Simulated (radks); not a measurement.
# Ga in [Ar] 3d10 4s2 4p1: an all-electron calculation

An exercise on one series of results from a longer session: the logs are not shown, and one member is left open.

The numbers are computed with radks (a radial shooting solver on a logarithmic mesh, Libxc functionals) version 1 (scalar-relativistic Kohn-Sham, BLYP, spin-polarised, spherical densities, point nucleus; open shells are filled with parallel spins first), except any that are marked as measured or tabulated.

## The system

- element: gallium (Z = 31)
- charge: 0
- electrons: 31
- configuration: [Ar] 3d10 4s2 4p1

Outer shells as boxes (Hund's rule):

Ga
```
[Ar] core
3d [↑↓][↑↓][↑↓][↑↓][↑↓]
4s [↑↓]
4p [↑ ][  ][  ]
```

The first run:

Settings of this run:

```text
Z 31
configuration [Ar] 3d10 4s2 4p1 5s0 4d0
relativity scalar-relativistic
functional b88,lyp
spin polarised
nucleus point
c 137.035999084
```

Among the steps run: Self-consistent calculation.

One of the session's tables, all rows but one given; the rest of the session is left out.

It belongs to the step «Orbitals and density». Sizes of the orbitals, from the radial functions (bohr):

```
  level      <r>  outermost maximum (interpolated)  90 % within  nodes
  1s up  0.04860                            0.0318       0.0868      0
1s down  0.04860                            0.0318       0.0868      0
  2s up   0.2178                             0.182        0.337      1
2s down   0.2179                             0.182        0.337      1
  2p up   0.1907                             0.146        0.312      0
2p down   0.1907                             0.146        0.312      0
  3s up   0.6519                             0.564        0.977      2
3s down   0.6519                             0.564        0.977      2
  3p up   0.6793                             0.566         1.05      1
3p down   0.6791                             0.566         1.05      1
  3d up   0.8130                             0.532         1.41      0
3d down        ?                                 ?            ?      ?
  4s up    2.340                              1.89         3.58      3
4s down    2.336                              1.88         3.58      3
  4p up    3.390                              2.53         5.43      2
4p down    3.516                              2.54         5.71      2
```

Q: Estimate the row for 3d down from the others.

**Answer.** <r>: 0.8099; outermost maximum (interpolated): 0.532; 90 % within: 1.40; nodes: 0. In the column «<r>» it lies between 3p up (0.6793) and 3d up (0.8130).

Caveats from the session: Open shells are spherical and high-spin; term and fine-structure splittings are not resolved.
